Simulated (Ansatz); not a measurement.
# WS2: the cost of one run

Method: DFT PBE+D3(BJ), scalar-relativistic, plane waves, PAW, in Ansatz 0.2.0.

That is the level of the relaxation; later steps name their own.

## Step 1: The structure to begin with

Symmetry: P6_3/mmc, No. 194, hexagonal system. The conventional cell has a = 3.191 Å, b = 3.191 Å, c = 12.411 Å, α = 90.00°, β = 90.00°, γ = 120.00°. W (site symmetry -6m2) has 6 S at 2.42 Å as nearest neighbours. S (site symmetry 3m) is surrounded by 3 W at 2.42 Å.

Coordinates:

```
W S
1.0
     3.19138    0.00000    0.00000
    -1.59569    2.76381    0.00000
     0.00000    0.00000   12.41103
W S
2 4
Direct
  0.33333 0.66667 0.25000
  0.66667 0.33333 0.75000
  0.33333 0.66667 0.62300
  0.66667 0.33333 0.12300
  0.33333 0.66667 0.87700
  0.66667 0.33333 0.37700
```

(A quick probe on a coarse mesh, which set the mesh and smearing, is not shown.)

## Step 3: The relaxation

File input.yaml:

```yaml
crystal:
  lattice:
    - [3.19137815, 0.0, 0.0]
    - [-1.59568908, 2.76381455, 0.0]
    - [0.0, 0.0, 12.41102693]
  atoms:
    - { symbol: W, position: [0.33333333, 0.66666667, 0.25] }
    - { symbol: W, position: [0.66666667, 0.33333333, 0.75] }
    - { symbol: S, position: [0.33333333, 0.66666667, 0.623] }
    - { symbol: S, position: [0.66666667, 0.33333333, 0.123] }
    - { symbol: S, position: [0.33333333, 0.66666667, 0.877] }
    - { symbol: S, position: [0.66666667, 0.33333333, 0.377] }
basis:
  ecutwfc: 420
kpoints:
  mp_grid: { grid: [12, 12, 4] }
hamiltonian:
  xc: pbe
  dispersion: d3bj
scf:
  occupations: { method: gaussian, width: 0.02 }
output:
  forces: true
  stress: true
  eigenvalues: true
relax:
  adjacent_minimum: "off"
  f_tol: 0.005
  max_steps: 80
  cell: { stress_tol: 0.05 }
```

The run is started by

```
ansatz run input.yaml --threads 2 --pin off --max-ram 5120MiB --backend cpu --events-out ev --progress --plain --runs-dir out
```

What time and memory should one allow on 2 threads of Arm Neoverse V1, shared host?

About 45 s, with a peak of 0.48 GiB.
